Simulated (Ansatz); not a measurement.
Sn3Se, 4 atoms in the cell. It takes space group Fm-3m (No. 225, cubic). Conventional cell: a = 7.466 Å, b = 7.466 Å, c = 7.466 Å, α = 90.00°, β = 90.00°, γ = 90.00°. Sn (site symmetry m-3m) is surrounded by 8 Sn at 3.23 Å. Sn (site symmetry -43m) has 4 Sn at 3.23 Å and 4 Se at 3.23 Å as nearest neighbours. Around Se (site symmetry m-3m) lie 8 Sn at 3.23 Å. The cell comes from a database or a generator and needn't be the stable form of this composition.

- Program: Ansatz 0.2.0
- Task: single point
- Functional: r2SCAN0 form with a typed share of exact exchange
- Potentials or basis: Ansatz PAW
- Cutoff: 500 eV (not typed: the program's choice for these potentials)
- k mesh: 4 × 4 × 4
- Occupations: fermi-dirac, width 0.05 eV
- Spin: no spin polarisation
- Share of exact exchange: 0.15

Potentials or basis: Ansatz PAW.

Command:

```bash
$ ansatz run input.yaml --threads 2 --pin off --max-ram 5632MiB --backend cpu --events-out ev --progress --plain --runs-dir out
```

Hardware: 2 threads of Arm Neoverse V2, with other jobs on the host.

Question: Estimate the wall time of this run.

Answer: Run time: 2 min on 2 threads of Arm Neoverse V2, with other jobs on the host, peak memory 1.9 GiB. Counts: scf iterations 58, plane waves 2685, k points 8, bands 35.
